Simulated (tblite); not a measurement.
# CH6O2Si: the cost of one run

Programs: tblite 0.8.0 and PySCF 2.14.0. All values are calculated, for the isolated system unless a continuum is named. Atoms count from 0, parts from 1.

### Step 1. Starting point

10 atoms, charge 0, multiplicity 1; geometry: distance geometry start.

### Step 2. Relaxing the cluster with GFN2-xTB

Job settings and geometry (Å):

```
{"job": {"kind": "relax", "xc": "GFN2-xTB", "basis": "xTB"}, "charge": 0, "multiplicity": 1}
Si     0.329810    -0.335710     1.436054
C      1.527837     0.731055     2.378844
O     -1.033845     0.666468     0.952861
O      1.117368    -1.007352     0.010158
H     -0.087146    -1.377657     2.290188
H      0.999914     1.456784     2.904859
H      2.185161     1.188588     1.695756
H      2.064973     0.124112     3.043961
H     -1.556531     0.530715     0.138542
H      1.508747    -1.882308    -0.055247
```

Level: GFN2-xTB geometry optimisation, gas phase.

Launch:

```sh
OMP_NUM_THREADS=1 python cluster_run.py task.json out
```

This one command runs all jobs of the session in turn.

Q: Estimate the wall time of this first job on 1 thread of Arm Neoverse V1, shared host.

About 1.1 s.
